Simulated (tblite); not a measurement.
# C2H12N2O2Si3: the cost of one run

Programs: PySCF 2.14.0 with density-fitted response routines of our own, and tblite 0.8.0. All values are computed, except where a source is named. Atoms count from 0 throughout.

## (1) The molecule as given

21 atoms, charge 0, multiplicity 1; geometry from: MMFF94s geometry. This is the first candidate.

Bonds of the start (Å): C0–C1 1.50, C0–H10 1.09, C0–H11 1.08, C0–H9 1.09, C1–O2 1.24, C1–O3 1.35, N5–H13 1.01, N5–H14 1.01, N6–Si7 1.70, N6–Si8 1.69, O3–Si4 1.65, Si4–H12 1.47, Si4–N5 1.70, Si4–N6 1.67, Si7–H15 1.47, Si7–H16 1.49, Si7–H17 1.48, Si8–H18 1.49, Si8–H19 1.48, Si8–H20 1.49.

## (2) GFN2-xTB relaxation, isomer A, conformer 1

What the job is given:

```
{"job": {"xc": "GFN2-xTB", "basis": "xTB", "kind": "relax"}, "charge": 0, "multiplicity": 1}
C      3.515600     0.443500    -0.463100
C      2.382100    -0.501100    -0.173700
O      2.564200    -1.666900     0.198800
O      1.197400     0.120100    -0.357000
Si    -0.253300    -0.635300    -0.139900
N     -0.474800    -1.543300    -1.554500
N     -1.531600     0.445300    -0.179600
Si    -1.177700     1.857500     0.692300
Si    -2.912200    -0.243200     0.519100
H      3.440500     0.777100    -1.497200
H      3.456200     1.298200     0.216900
H      4.460400    -0.065800    -0.314700
H     -0.273200    -1.527800     1.032900
H     -1.362500    -2.015800    -1.525400
H      0.230700    -2.268100    -1.563800
H     -0.069100     2.584000     0.057200
H     -2.349400     2.771100     0.685000
H     -0.810000     1.534800     2.090100
H     -2.706200    -0.549600     1.959100
H     -3.266900    -1.490500    -0.188100
H     -4.069000     0.692500     0.381300
```

Run with:

```bash
> OMP_NUM_THREADS=1 python ens_run.py task.json out
```

The driver reads the study from task.json and runs its stages one after another.

Q: Estimate the wall time of this first job on 1 thread of Arm Neoverse N1, shared host.

About 6.2 s.
